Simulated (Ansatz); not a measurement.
# CH₆BClGe: one species, many methods

An exercise on one series of results from a longer session: the logs are not shown, and one member is left open.

Program: Ansatz 0.2.0, Gaussian basis. Level of theory: functionals in def2-TZVPP, the program's frozen cores in correlated methods. These are calculated values, not measurements.

The runs, in order: LDA (SPW92), PBE-D4, revPBE-D4, BLYP-D4, r2SCAN-D4, B97M-V, PBE0-D4, B3LYP-D4, r2SCANh-D4, r2SCAN0-D4, HSE06-D4, BHLYP-D4, CAM-B3LYP-D4, LC-ωPBE, ωB97X-V, ωB97M-V, B2PLYP, PBE-QIDH; CCSD(T)/def2-SVP; CCSD(T)/def2-TZVPP; MP2/def2-QZVPP; extrapolation to the limit; RPA on PBE.

## Structure used throughout

The geometry comes from an earlier relaxation with PBE0-D4 in a triple-zeta def2 set; it is a stationary point, not always the lowest conformer.

SMILES `B[CH2][GeH2][Cl]`, 10 atoms, charge 0, spin multiplicity 1.

Atoms are counted from 1 here; the program's logs count them from 0.

Bond lengths: B1–C2 1.534 Å, B1–H5 1.198 Å, B1–H6 1.198 Å, C2–Ge3 1.971 Å, C2–H7 1.093 Å, C2–H8 1.093 Å, Ge3–Cl4 2.160 Å, Ge3–H9 1.534 Å, Ge3–H10 1.534 Å. Angles: C2–B1–H5 120.6°, C2–B1–H6 120.6°, H5–B1–H6 118.7°, B1–C2–Ge3 106.9°, B1–C2–H7 115.5°, B1–C2–H8 115.5°, Ge3–C2–H7 103.2°, Ge3–C2–H8 103.3°, H7–C2–H8 110.8°, C2–Ge3–Cl4 106.0°, C2–Ge3–H9 112.6°, C2–Ge3–H10 112.7°, Cl4–Ge3–H9 106.5°, Cl4–Ge3–H10 106.5°, H9–Ge3–H10 112.0°.

The first run:

in.yaml

```yaml
crystal:
  periodic: [false, false, false]
  atoms:
    - {symbol: B, position_ang: [-1.533398, 0.523298, -0.064925]}
    - {symbol: C, position_ang: [-0.455429, -0.469572, -0.518477]}
    - {symbol: Ge, position_ang: [1.209325, 0.030515, 0.410064]}
    - {symbol: Cl, position_ang: [2.705958, -1.377057, -0.255318]}
    - {symbol: H, position_ang: [-1.691111, 1.559288, -0.644839]}
    - {symbol: H, position_ang: [-2.182326, 0.311317, 0.919180]}
    - {symbol: H, position_ang: [-0.611329, -1.506324, -0.210963]}
    - {symbol: H, position_ang: [-0.179712, -0.415390, -1.574279]}
    - {symbol: H, position_ang: [1.107330, -0.129872, 1.931789]}
    - {symbol: H, position_ang: [1.713792, 1.422596, 0.010770]}
basis:
  gaussian: {orbitals: def2-TZVPP}
hamiltonian: {xc: lda}
output: {orbitals: {seedname: orbitals}}
```

Launch:

```console
ansatz run in.yaml --threads 4 --pin off --events-out ev --progress --plain --max-ram 10444MiB
```

Steps of the session up to this table: LDA; PBE-D4 (GGA); revPBE-D4 (GGA); BLYP-D4 (GGA); r2SCAN-D4 (meta-GGA); B97M-V (meta-GGA); B3LYP-D4 (hybrid); r2SCANh-D4 (hybrid); r2SCAN0-D4 (hybrid); HSE06-D4 (hybrid); BHLYP-D4 (hybrid); CAM-B3LYP-D4 (range-separated); LC-ωPBE (range-separated); ωB97X-V (range-separated); ωB97M-V (range-separated); B2PLYP (double hybrid); PBE-QIDH (double hybrid).

One of the session's tables, all rows but one given; the rest of the session is left out.

It belongs to the step «Orbital energies across the functionals». 

```
  functional  HOMO (eV)  LUMO (eV)  gap (eV)
 LDA (SPW92)      -7.47      -3.13      4.34
      PBE-D4      -7.34      -2.84      4.50
   revPBE-D4      -7.29      -2.71      4.57
     BLYP-D4      -7.17      -2.69      4.48
   r2SCAN-D4      -7.65      -2.51      5.14
      B97M-V      -7.77      -2.59      5.18
     PBE0-D4      -8.63      -1.90      6.73
    B3LYP-D4      -8.37      -2.11      6.25
  r2SCANh-D4          ?          ?         ?
  r2SCAN0-D4      -8.83      -1.71      7.12
    HSE06-D4      -8.23      -2.27      5.96
    BHLYP-D4      -9.76      -0.90      8.86
CAM-B3LYP-D4      -9.94      -0.84      9.10
     LC-ωPBE     -11.34       0.33     11.67
     ωB97X-V     -10.97       0.23     11.19
     ωB97M-V     -10.82      -0.01     10.81
```

Q: Estimate the row for r2SCANh-D4 from the others.

Worked estimate for «HOMO (eV)». Against the share of exact exchange, r2SCAN-D4 (0, -7.65), r2SCAN0-D4 (0.25, -8.83) give a slope of -4.72 per unit share; at 0.1 the line stands at -8.12.

**Answer.** HOMO (eV): -8.12; LUMO (eV): -2.19; gap (eV): 5.93. In «HOMO (eV)» the line misses by 0.00.
